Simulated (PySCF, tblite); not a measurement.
# C₇H₁₀AlNO: geometry, infrared bands and NMR shifts

Aim: predict the infrared bands and NMR shifts of C₇H₁₀AlNO (`CC#CC#C[C@H](C=O)[AlH2-][NH3+]`).

Programs: tblite 0.8.0 and PySCF 2.14.0, with density-fitted response routines of our own. Each step states its level of theory. These are calculated values for one molecule in the gas phase, unless marked as measured. Atoms count from 0, in the outputs and in this text.

## Step 1: Starting geometry

20 atoms, charge 0, multiplicity 1; geometry from: force field or distance geometry start.

Bonds of the start (Å): C0–C1 1.47, C1–C2 1.20, C2–C3 1.41, C3–C4 1.21, C4–C5 1.47, C5–C6 1.50, C6–O7 1.21, C5–Al8 1.99, Al8–N9 1.91, C0–H10 1.11, C0–H11 1.10, C0–H12 1.12, C5–H13 1.11, C6–H14 1.08, Al8–H15 1.61, Al8–H16 1.60, N9–H17 1.04, N9–H18 1.05, N9–H19 1.04.

## Step 2: Relaxing the molecule with GFN2-xTB

Job settings and geometry (Å):

```
{"job": {"kind": "relax", "xc": "GFN2-xTB", "basis": "xTB"}, "charge": 0, "multiplicity": 1}
C      4.502600     1.796200    -0.982100
C      3.283000     1.062500    -0.621800
C      2.303200     0.444000    -0.304600
C      1.129300    -0.259100     0.039400
C      0.133300    -0.876900     0.358800
C     -1.083500    -1.613800     0.717400
C     -1.471700    -2.552600    -0.382300
O     -1.715600    -2.139000    -1.497200
Al    -2.550700    -0.330800     1.138300
N     -2.560800     1.086700    -0.142400
H      4.804200     1.507800    -2.007100
H      5.303800     1.559000    -0.263300
H      4.277300     2.889200    -0.943200
H     -0.868500    -2.195700     1.640100
H     -1.536500    -3.611500    -0.174300
H     -2.333000     0.281400     2.608200
H     -3.955100    -1.089100     1.088700
H     -3.422500     1.658000    -0.039700
H     -1.721500     1.700700     0.002600
H     -2.522600     0.693900    -1.106700
```

On the command line:

```console
OMP_NUM_THREADS=1 python probes_run.py task.json out
```

This one command runs all jobs of the session in turn.

**Question.** This job is followed by: GFN2-xTB harmonic vibrations, gas phase; GIAO PBE0/pcSseg-1 NMR shielding, non-relativistic, gas phase. What will the session give for the following? strongest single infrared mode (GFN2-xTB); zero-point energy (GFN2-xTB); 13C shifts against TMS (PBE0/pcSseg-1); 1H shifts against TMS (PBE0/pcSseg-1, means over atoms taken as alike); 17O shifts against H2O (PBE0/pcSseg-1); 27Al shifts against AlH4- (PBE0/pcSseg-1); 15N shifts against NH3 (PBE0/pcSseg-1); surface potential, 1st and 99th percentile.

The runs gave:

```
                                                              quantity                                         value
                             strongest single infrared mode (GFN2-xTB)                         2519 cm⁻¹, 748 km/mol
                                          zero-point energy (GFN2-xTB)                                 86.8 kcal/mol
                                13C shifts against TMS (PBE0/pcSseg-1)  208.7, 86.6, 85.0, 76.8, 71.8, 44.5, 6.0 ppm
1H shifts against TMS (PBE0/pcSseg-1, means over atoms taken as alike)        9.47, 4.47, 4.17, 4.11, 3.82, 2.20 ppm
                                17O shifts against H2O (PBE0/pcSseg-1)                                     523.7 ppm
                             27Al shifts against AlH4- (PBE0/pcSseg-1)                                      52.6 ppm
                                15N shifts against NH3 (PBE0/pcSseg-1)                                      30.8 ppm
                                 surface potential, 1st and 99th percentile                            -1.47 V and 2.16 V
```

**Reading.** Over 158 steps the energy fell by 0.874 eV; of the close pairs, C5–Al8 changed most, 1.994 to 2.158 Å. All 54 modes are real, so the xTB geometry is a minimum. The strongest single mode, at 2519 cm⁻¹, moves mainly H19. Unscaled tight-binding wavenumbers are off by several per cent, some by more. Its intensities can rank the bands wrongly. The most deshielded carbon is C6 (aldehyde carbonyl carbon), at 208.7 ppm: low-lying n→π* states of the double bond to the heteroatom give a large paramagnetic term (-266 ppm). The most deshielded hydrogen is H14 (hydrogen on an aldehyde carbonyl carbon), at 9.47 ppm: deshielded by the polar, anisotropic C=O bond. At PBE0/pcSseg-1: The largest span, 987 ppm, is at O7, where the paramagnetic term is -595 ppm. By nearest atom (PBE0/pcSseg-1), the HOMO sits on C1, C3 about 19 % each; C4, C5 about 13 % each and the LUMO on C6 29 %; O7 17 %.
